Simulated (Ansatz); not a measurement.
HPbNO4:

```xyz
14
Lattice="6.8588 0.0000 -0.0149 0.0000 4.2287 0.0000 -3.3752 0.0000 7.2819" Properties=species:S:1:pos:R:3 pbc="T T T"
H    -0.1657    3.1715    3.6908
H     3.6492    1.0572    3.5763
Pb    1.1116    1.0572    2.0704
Pb    2.3720    3.1715    5.1966
N    -1.3470    3.1715    6.0821
N     4.8306    1.0572    1.1849
O     0.7385    3.1715    3.2966
O    -0.1272    3.1715    6.3220
O    -2.1947    3.1715    7.0275
O    -1.7741    3.1715    4.8746
O     2.7451    1.0572    3.9704
O     3.6108    1.0572    0.9451
O     5.6782    1.0572    0.2396
O     5.2576    1.0572    2.3925
```

The cell was built by a generator and needn't be a form met in nature.

* Program: Ansatz 0.2.0
* Task: relaxation of cell and atoms
* Functional: PBEsol
* Dispersion: D3(BJ)
* Potentials or basis: Ansatz PAW
* Cutoff: 420 eV (not typed: the program's choice for these potentials)
* k mesh: 3 × 5 × 3
* Occupations: fermi-dirac, width 0.05 eV
* Spin: no spin polarisation

At the start: volume 15.07 Å³/atom.

Problem. Where does the relaxation end?

Solution. It ends after 16 steps and the volume is 13.69 Å³/atom (-9.1 %); space group P2_1/m (No. 11, to 0.05 Å).

Step by step:
| step | energy change (eV) | largest force (eV/Å) | volume (Å³) |
| --- | --- | --- | --- |
| 1 | 0.0000 | 0.4275 | 210.99 |
| 2 | -0.1432 | 0.2618 | 198.86 |
| 3 | -0.1711 | 0.0947 | 195.86 |
| 4 | -0.1771 | 0.0520 | 195.04 |
| 5 | -0.1778 | 0.0384 | 195.02 |
| 6 | -0.1787 | 0.0255 | 194.88 |
| 7 | -0.1791 | 0.0116 | 194.79 |
| 8 | -0.1339 | 0.0091 | 194.79 |
| 9 | -0.1491 | 0.1035 | 191.80 |
| 10 | -0.1482 | 0.0192 | 192.24 |
| 11 | -0.1483 | 0.0073 | 192.22 |
| 12 | -0.1377 | 0.0076 | 192.22 |
| 13 | -0.1400 | 0.0183 | 191.75 |
| 14 | -0.1403 | 0.0304 | 191.71 |
| 15 | -0.1402 | 0.0058 | 191.72 |
| 16 | -0.1382 | 0.0055 | 191.72 |

Final structure:
```
H Pb N O
1.0
     6.73891    0.00000   -0.06755
     0.00000    4.04787    0.00000
    -3.37258    0.00000    7.06211
H Pb N O
2 2 2 8
Cartesian
  -0.2518 3.0359 3.6604
  3.6181 1.0120 3.3341
  1.0288 1.0120 1.9771
  2.3375 3.0359 5.0175
  -1.2887 3.0359 5.9180
  4.6550 1.0120 1.0766
  0.6503 3.0359 3.2366
  -0.0789 3.0359 6.1559
  -2.1337 3.0359 6.8557
  -1.7138 3.0359 4.7169
  2.7160 1.0120 3.7579
  3.4453 1.0120 0.8386
  5.5001 1.0120 0.1388
  5.0801 1.0120 2.2777
```

Caveat: the plane-wave basis is chosen anew once the cell has moved, so the energies of steps on either side of that aren't comparable; the pressure holds a Pulay correction of +0.7 GPa for the finite cutoff; the PAW data sets come from PBE, with cores solved anew for the run's functional, which leaves a small shift of forces and pressure.
